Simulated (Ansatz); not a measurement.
# Tetramethylammonium tetracyanoborate (C₈H₁₂BN₅): structure and electronic state

What does tetramethylammonium tetracyanoborate (C₈H₁₂BN₅) look like as a singlet, and where do its frontier electrons sit?

Computed with Ansatz 0.2.0, Gaussian basis. Level: RKS PBE0-D4/def2-TZVP.

Levels to be run: relaxation at PBE-D4/def2-SVP; a single point at PBE0-D4/def2-TZVP.

4 further runs of the same task are left out: 4 that didn't finish. Runs told in other sessions of the task aren't counted.

**1. The system as given**

SMILES `C[N+](C)(C)C.N#C[B-](C#N)(C#N)C#N`, 26 atoms, charge 0, spin multiplicity 1.

Atoms are counted from 1 here; the program's logs count them from 0.

Bond lengths: C1–N2 1.470 Å, C1–H6 1.089 Å, C1–H7 1.089 Å, C1–H8 1.089 Å, N2–C3 1.473 Å, N2–C4 1.474 Å, N2–C5 1.474 Å, C3–H9 1.088 Å, C3–H10 1.094 Å, C3–H11 1.088 Å, C4–H12 1.088 Å, C4–H13 1.088 Å, C4–H14 1.088 Å, C5–H15 1.090 Å, C5–H16 1.088 Å, C5–H17 1.090 Å, N18–C19 1.146 Å, C19–B20 1.550 Å and more. Angles: N2–C1–H6 110.4°, N2–C1–H7 109.6°, N2–C1–H8 110.3°, H6–C1–H7 108.8°, H6–C1–H8 108.8°, H7–C1–H8 108.8°, C1–N2–C3 110.8°, C1–N2–C4 109.1°, C1–N2–C5 109.0°, C3–N2–C4 108.8°, C3–N2–C5 108.7°, C4–N2–C5 110.5°, N2–C3–H9 110.2°, N2–C3–H10 108.8°, N2–C3–H11 110.4°, H9–C3–H10 108.9°, H9–C3–H11 109.2°, H10–C3–H11 109.3° and more.

As a file:

```mol
C8H12BN5
  3D, bonds by distance, orders not assigned

 26 24  0  0  0  0  0  0  0  0999 V2000
   -0.8948   -0.0935   -2.7241 C   0  0
   -0.0591    0.0212   -1.5201 N   0  0
    1.3668   -0.1279   -1.8577 C   0  0
   -0.4362   -1.0399   -0.5696 C   0  0
   -0.2651    1.3502   -0.9167 C   0  0
   -0.7721   -1.0744   -3.1802 H   0  0
   -1.9415    0.0410   -2.4560 H   0  0
   -0.6176    0.6689   -3.4503 H   0  0
    1.6660    0.6370   -2.5718 H   0  0
    1.9591   -0.0110   -0.9454 H   0  0
    1.5549   -1.1106   -2.2853 H   0  0
   -1.4476   -0.8809   -0.2004 H   0  0
   -0.3734   -2.0148   -1.0489 H   0  0
    0.2370   -1.0307    0.2850 H   0  0
   -1.2665    1.4278   -0.4943 H   0  0
   -0.1158    2.1271   -1.6635 H   0  0
    0.4494    1.4918   -0.1057 H   0  0
    0.4634    1.0080    5.4844 N   0  0
    0.3193    0.5638    4.4375 C   0  0
    0.1268   -0.0107    3.0108 B   0  0
    0.0016   -1.5653    2.9468 C   0  0
   -0.0979   -2.6947    2.7644 N   0  0
    1.2828    0.3478    2.0310 C   0  0
    1.9982    0.5504    1.1484 N   0  0
   -1.1377    0.5418    2.2832 C   0  0
   -2.0002    0.8776    1.5987 N   0  0
  1  2  8  0
  1  6  8  0
  1  7  8  0
  1  8  8  0
  2  3  8  0
  2  4  8  0
  2  5  8  0
  3  9  8  0
  3 10  8  0
  3 11  8  0
  4 12  8  0
  4 13  8  0
  4 14  8  0
  5 15  8  0
  5 16  8  0
  5 17  8  0
 18 19  8  0
 19 20  8  0
 20 21  8  0
 20 23  8  0
 20 25  8  0
 21 22  8  0
 23 24  8  0
 25 26  8  0
M  END
```

The start is a GFN2-xTB geometry.

**2. Optimising with PBE-D4/def2-SVP**

File in.yaml:

```yaml
crystal:
  periodic: [false, false, false]
  atoms:
    - {symbol: C, position_ang: [-0.894820, -0.093470, -2.724120]}
    - {symbol: N, position_ang: [-0.059100, 0.021220, -1.520150]}
    - {symbol: C, position_ang: [1.366820, -0.127860, -1.857720]}
    - {symbol: C, position_ang: [-0.436190, -1.039890, -0.569620]}
    - {symbol: C, position_ang: [-0.265060, 1.350200, -0.916720]}
    - {symbol: H, position_ang: [-0.772130, -1.074430, -3.180190]}
    - {symbol: H, position_ang: [-1.941460, 0.041040, -2.456050]}
    - {symbol: H, position_ang: [-0.617570, 0.668900, -3.450350]}
    - {symbol: H, position_ang: [1.665990, 0.636960, -2.571750]}
    - {symbol: H, position_ang: [1.959060, -0.011040, -0.945370]}
    - {symbol: H, position_ang: [1.554910, -1.110580, -2.285320]}
    - {symbol: H, position_ang: [-1.447590, -0.880900, -0.200440]}
    - {symbol: H, position_ang: [-0.373370, -2.014820, -1.048910]}
    - {symbol: H, position_ang: [0.237020, -1.030700, 0.285030]}
    - {symbol: H, position_ang: [-1.266450, 1.427820, -0.494280]}
    - {symbol: H, position_ang: [-0.115810, 2.127140, -1.663540]}
    - {symbol: H, position_ang: [0.449390, 1.491830, -0.105670]}
    - {symbol: N, position_ang: [0.463410, 1.007960, 5.484430]}
    - {symbol: C, position_ang: [0.319330, 0.563790, 4.437540]}
    - {symbol: B, position_ang: [0.126790, -0.010730, 3.010770]}
    - {symbol: C, position_ang: [0.001640, -1.565330, 2.946800]}
    - {symbol: N, position_ang: [-0.097940, -2.694670, 2.764430]}
    - {symbol: C, position_ang: [1.282840, 0.347840, 2.030970]}
    - {symbol: N, position_ang: [1.998240, 0.550360, 1.148390]}
    - {symbol: C, position_ang: [-1.137730, 0.541820, 2.283150]}
    - {symbol: N, position_ang: [-2.000250, 0.877570, 1.598670]}
basis:
  gaussian: {orbitals: def2-SVP}
hamiltonian: {xc: pbe, dispersion: d4}
scf: {lower_state_search: "off"}
output: {orbitals: {seedname: orbitals}}
relax: {f_tol: 0.03, max_steps: 70}
```

On the command line:

```sh
ansatz run in.yaml --threads 4 --pin off --events-out ev --progress --plain --max-ram 6963MiB
```

After this run come: Single point, PBE0-D4/def2-TZVP.

Before running them: what should the planned runs give, taken together? Wanted: point group; commonest bond, hydrogen aside; HOMO, LUMO at PBE0-D4/def2-TZVP; dipole at PBE-D4/def2-SVP.

As calculated:

| quantity | value |
| --- | --- |
| point group | C1 |
| commonest bond, hydrogen aside | C–N, 8 of mean length 1.340 Å |
| HOMO, LUMO at PBE0-D4/def2-TZVP | -8.80, -0.80 eV |
| dipole at PBE-D4/def2-SVP | 16.30 D |

In words: The molecule keeps its bonding pattern by the stored test; the atoms moved 0.12 Å (rms). No usable vibrations, so a minimum isn't proven. The point group is read from a loosely relaxed geometry; soft torsions can leave it below the true symmetry.
